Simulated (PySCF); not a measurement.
**Pb⁸¹⁺: dipole response in even-tempered 14s6p3d3f**

How polarisable is Pb⁸¹⁺ at the levels listed below?

Program: PySCF 2.14.0. Level of theory: unrestricted determinants in a Gaussian basis, no spin-orbit coupling in the energies. These are calculated values, not measurements, unless marked.

## 1. The system

* Element: lead (Z = 82)
* Basis: an even-tempered Gaussian basis (14 s from 270 bohr⁻², ratio 2.5; 6 p from 400 bohr⁻², ratio 2.7; 3 d from 1200 bohr⁻², ratio 2.7; 3 f from 1800 bohr⁻², ratio 2.7)
* Hamiltonian: scalar relativity by spin-free X2C-1e
* State 1: Pb⁸¹⁺: 1s1, 2S determinant
* Methods: UHF, PBE0

The outer shells:

Pb81+ 1s1
```
1s [↑ ]
```

The runs were made by one driver on top of PySCF. The scripts below sum up each run's settings (the driver also hands on starting orbitals that pick excited configurations, and frozen orbitals as a list rather than a count), and the logs come from the driver's own runs. The driver starts from symmetry-adapted Hartree-Fock orbitals, holds the occupation by maximum overlap and uses a logarithmic radial grid for functionals, so a plain start would take other cycles.

The driver's launch:

```console
> OMP_NUM_THREADS=1 python atomrun2.py TASK.json OUT
```

The integrals over 68 functions and the set-up took 0.09 s of CPU time.

## 2. Pb⁸¹⁺: the ladder of methods

#### UHF

The input, input.py:

```python
from pyscf import gto, scf, dft, mp, cc
mol = gto.M(atom="Pb 0 0 0", charge=81, spin=1, symmetry="D2h",
            basis=gto.etbs([(0, 14, 270, 2.5), (1, 6, 400, 2.7), (2, 3, 1200, 2.7), (3, 3, 1800, 2.7)]),
            nucmod="G")
mf = scf.UHF(mol).sfx2c1e()
mf.irrep_nelec = {'Ag': (1, 0)}
mf.kernel()
```

The log of the run:

```text
damping factor = 0
level_shift factor = 0
DIIS = <class 'pyscf.scf.diis.CDIIS'>
diis_start_cycle = 1
diis_space = 10
diis_damp = 0
SCF conv_tol = 1e-09
SCF conv_tol_grad = None
number electrons alpha = 1  beta = 0
cycle= 1 E= -3730.57133869956  delta_E= 1.41e-11  |g|= 1.17e-10  |ddm|= 2.1e-12
converged SCF energy = -3730.57133869956  <S^2> = 0.75  2S+1 = 2
```

It took 0.82 s on 1 thread of Neoverse-N1, shared host, the integrals not counted.

Orbital energies by shell (radii are means over both spins):

| shell | electrons | mean orbital energy (eV) | spread (eV) | rms radius (bohr) |
| --- | --- | --- | --- | --- |
| 1s α | 1 | -101514.0 | 0 | 0.0178 |

⟨S²⟩ = 0.750, ⟨L²⟩ = 0.00.

The driver then solved the coupled dipole response at imaginary frequencies: mean α = 6.439e-08 bohr³, C₆ = 9.955e-12 au for a like pair.

#### PBE0

input.py differs from the last one in:

```diff
@@ -4,3 +4,3 @@
             nucmod="G")
-mf = scf.UHF(mol).sfx2c1e()
+mf = dft.UKS(mol, xc="PBE0").sfx2c1e()
 mf.irrep_nelec = {'Ag': (1, 0)}
```

The log of the run:

```text
damping factor = 0
level_shift factor = 0
DIIS = <class 'pyscf.scf.diis.CDIIS'>
diis_start_cycle = 1
diis_space = 10
diis_damp = 0
SCF conv_tol = 1e-09
SCF conv_tol_grad = None
number electrons alpha = 1  beta = 0
XC functionals = PBE0
    C. Adamo and V. Barone.,  J. Chem. Phys. 110, 6158 (1999)
    M. Ernzerhof and G. E. Scuseria.,  J. Chem. Phys. 110, 5029 (1999)
cycle= 1 E= -3730.8993012736  delta_E= -0.00232  |g|= 0.0122  |ddm|= 0.000591
cycle= 2 E= -3730.89930127998  delta_E= -6.38e-09  |g|= 1.93e-05  |ddm|= 9.2e-07
cycle= 3 E= -3730.89930127998  delta_E= -2.73e-12  |g|= 6.32e-09  |ddm|= 1.58e-09
converged SCF energy = -3730.89930127998  <S^2> = 0.75  2S+1 = 2
```

It took 0.87 s on 1 thread of Neoverse-N1, shared host, the integrals not counted.

The driver then solved the coupled dipole response at imaginary frequencies: mean α = 6.453e-08 bohr³, C₆ = 9.984e-12 au for a like pair.

Radial density 4πr²ρ of Pb⁸¹⁺ at UHF, without picture-change correction:

| r (bohr) | density | spin density |
| --- | --- | --- |
| 0.000340 | 2.19 | 2.192 |
| 0.000572 | 4.33 | 4.333 |
| 0.000961 | 8.29 | 8.294 |
| 0.00162 | 15.2 | 15.244 |
| 0.00272 | 26.2 | 26.176 |
| 0.00458 | 40.0 | 40.001 |
| 0.00770 | 50.2 | 50.177 |
| 0.0129 | 44.9 | 44.947 |
| 0.0218 | 22.7 | 22.744 |
| 0.0366 | 4.36 | 4.361 |
| 0.0616 | 0.165 | 0.165 |
| 0.104 | 0.000321 | 0.000 |

## 3. Polarisabilities and C₆

Pb⁸¹⁺, in atomic units:

| method | mean α | C₆ (like pair) | S(−4) |
| --- | --- | --- | --- |
| UHF | 6.439e-08 | 9.955e-12 | 6.710e-15 |
| PBE0 | 6.453e-08 | 9.984e-12 | 6.745e-15 |

α(iu) at PBE0:

| u (hartree) | α(iu) (bohr³) |
| --- | --- |
| 0 | 6.453e-08 |
| 300 | 6.393e-08 |
| 600 | 6.220e-08 |
| 1200 | 5.617e-08 |
| 1800 | 4.850e-08 |
| 2400 | 4.085e-08 |
| 3000 | 3.410e-08 |
| 4500 | 2.192e-08 |
| 6000 | 1.476e-08 |
| 9000 | 7.735e-09 |
| 15000 | 3.103e-09 |

## 4. Results

| quantity | value |
| --- | --- |
| α of Pb⁸¹⁺ | 6.439e-08 (UHF) to 6.453e-08 (PBE0) bohr³ |

A single London oscillator with the computed α and C₆ of Pb⁸¹⁺ at UHF would have ω = 4 C₆ / (3 α²) = 3200 hartree. The basis is finite, and no extrapolation was made.
